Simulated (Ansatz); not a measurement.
# C2H5ClFGaO: small, medium and large basis sets

The task here is to estimate one member of a computed series from the others.

The runs use Ansatz 0.2.0, Gaussian basis; one geometry, several basis sets.

Levels to be run: PBE0-D4/def2-SVP; ωB97M-V/def2-SVP; PBE0-D4/def2-QZVPP; ωB97M-V/def2-QZVPP; the functionals' def2-TZVPP values are taken from earlier runs.

**The relaxed structure**

The geometry comes from an earlier relaxation with PBE0-D4 in a triple-zeta def2 set; it is a stationary point, not always the lowest conformer.

SMILES `CC[O][Ga]([F])[Cl]`, 11 atoms, charge 0, spin multiplicity 1.

Atoms are counted from 1 here; the program's logs count them from 0.

Bond lengths: C1–C2 1.511 Å, C1–H7 1.093 Å, C1–H8 1.095 Å, C1–H9 1.092 Å, C2–O3 1.420 Å, C2–H10 1.094 Å, C2–H11 1.097 Å, O3–Ga4 1.758 Å, Ga4–F5 1.745 Å, Ga4–Cl6 2.105 Å. Angles: C2–C1–H7 110.6°, C2–C1–H8 110.9°, C2–C1–H9 110.6°, H7–C1–H8 107.5°, H7–C1–H9 108.3°, H8–C1–H9 108.9°, C1–C2–O3 112.3°, C1–C2–H10 110.3°, C1–C2–H11 110.1°, O3–C2–H10 105.8°, O3–C2–H11 110.8°, H10–C2–H11 107.3°, C2–O3–Ga4 121.9°, O3–Ga4–F5 119.4°, O3–Ga4–Cl6 122.1°, F5–Ga4–Cl6 118.5°.

The first run:

The input, in.yaml:

```yaml
crystal:
  periodic: [false, false, false]
  atoms:
    - {symbol: C, position_ang: [0.002164, -1.260449, 0.672856]}
    - {symbol: C, position_ang: [0.998241, -0.246130, 0.161681]}
    - {symbol: O, position_ang: [0.500491, 1.082263, 0.231581]}
    - {symbol: Ga, position_ang: [-0.827547, 1.629788, -0.781549]}
    - {symbol: F, position_ang: [-1.453386, 0.571634, -2.019993]}
    - {symbol: Cl, position_ang: [-1.670770, 3.547513, -0.580974]}
    - {symbol: H, position_ang: [0.439913, -2.261980, 0.673387]}
    - {symbol: H, position_ang: [-0.887039, -1.289891, 0.035172]}
    - {symbol: H, position_ang: [-0.303065, -1.018193, 1.693114]}
    - {symbol: H, position_ang: [1.902626, -0.259058, 0.777805]}
    - {symbol: H, position_ang: [1.298374, -0.495497, -0.863069]}
basis:
  gaussian: {orbitals: def2-SVP}
hamiltonian: {xc: pbe0, dispersion: d4}
output: {orbitals: {seedname: orbitals}}
```

Run with:

```
ansatz run in.yaml --threads 2 --pin off --events-out ev --progress --plain --max-ram 22528MiB --backend cpu
```

Among the steps run: PBE0-D4 in def2-SVP; ωB97M-V in def2-SVP; PBE0-D4 in def2-QZVPP; ωB97M-V in def2-QZVPP.

One of the session's tables, all rows but one given; the rest of the session is left out.

It belongs to the step «Density functionals: the series». 

| functional | basis | HOMO (eV) |
| --- | --- | --- |
| PBE0-D4 | def2-SVP | -8.46 |
| PBE0-D4 | def2-TZVPP | -8.54 |
| PBE0-D4 | def2-QZVPP | -8.58 |
| ωB97M-V | def2-SVP | -10.82 |
| ωB97M-V | def2-TZVPP | -10.93 |
| ωB97M-V | def2-QZVPP | ? |

Estimate the missing values for ωB97M-V, def2-QZVPP.

As computed: HOMO (eV): -10.98. In the column «HOMO (eV)» it is the lowest.
